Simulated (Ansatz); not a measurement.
# C₂H₂AlBr: small, medium and large basis sets

The task here is to estimate one member of a computed series from the others.

Method: one geometry, several basis sets; program: Ansatz 0.2.0, Gaussian basis.

The runs, in order: PBE0-D4/def2-SVP; ωB97M-V/def2-SVP; PBE0-D4/def2-QZVPP; ωB97M-V/def2-QZVPP; the functionals' def2-TZVPP values are taken from earlier runs.

**The relaxed structure**

All runs share one geometry, relaxed beforehand with PBE0-D4 in a triple-zeta def2 set.

6 atoms, charge 0, spin multiplicity 1.

Atoms are counted from 1 here; the program's logs count them from 0.

Bond lengths: Br1–C2 1.889 Å, C2–C3 1.355 Å, C2–Al4 1.856 Å, C3–Al4 1.867 Å, C3–H5 1.087 Å, Al4–H6 1.568 Å. Angles: Br1–C2–C3 128.0°, Br1–C2–Al4 163.0°, C3–C2–Al4 69.1°, C2–C3–Al4 68.2°, C2–C3–H5 129.6°, Al4–C3–H5 162.2°, C2–Al4–C3 42.7°, C2–Al4–H6 158.7°, C3–Al4–H6 158.6°.

Coordinates:

```
Br   -0.87203   -2.45425   -0.32267
C    -0.36122   -0.64596   -0.13314
C     0.84264   -0.15522    0.24978
Al   -0.37973    1.20978   -0.10712
H     1.75140   -0.68515    0.52311
H    -0.93907    2.66680   -0.25626
```

The first run:

Contents of in.yaml:

```yaml
crystal:
  periodic: [false, false, false]
  atoms:
    - {symbol: Br, position_ang: [-0.872027, -2.454249, -0.322667]}
    - {symbol: C, position_ang: [-0.361218, -0.645956, -0.133136]}
    - {symbol: C, position_ang: [0.842638, -0.155216, 0.249776]}
    - {symbol: Al, position_ang: [-0.379727, 1.209776, -0.107124]}
    - {symbol: H, position_ang: [1.751403, -0.685153, 0.523111]}
    - {symbol: H, position_ang: [-0.939068, 2.666799, -0.256261]}
basis:
  gaussian: {orbitals: def2-SVP}
hamiltonian: {xc: pbe0, dispersion: d4}
output: {orbitals: {seedname: orbitals}}
```

The run is started by

```sh
$ ansatz run in.yaml --threads 2 --pin off --events-out ev --progress --plain --max-ram 4352MiB
```

Steps of the session up to this table: PBE0-D4 in def2-SVP; ωB97M-V in def2-SVP; PBE0-D4 in def2-QZVPP; ωB97M-V in def2-QZVPP.

One of the session's tables, all rows but one given; the rest of the session is left out.

It belongs to the step «Functionals by basis». 

```
functional       basis  HOMO (eV)
   PBE0-D4    def2-SVP      -6.89
   PBE0-D4  def2-TZVPP      -6.96
   PBE0-D4  def2-QZVPP      -6.97
   ωB97M-V    def2-SVP      -8.94
   ωB97M-V  def2-TZVPP          ?
   ωB97M-V  def2-QZVPP      -9.05
```

Estimate the missing values for ωB97M-V, def2-TZVPP.

The run gave: HOMO (eV): -9.04. In the column «HOMO (eV)» it lies between ωB97M-V, def2-QZVPP (-9.05) and ωB97M-V, def2-SVP (-8.94).
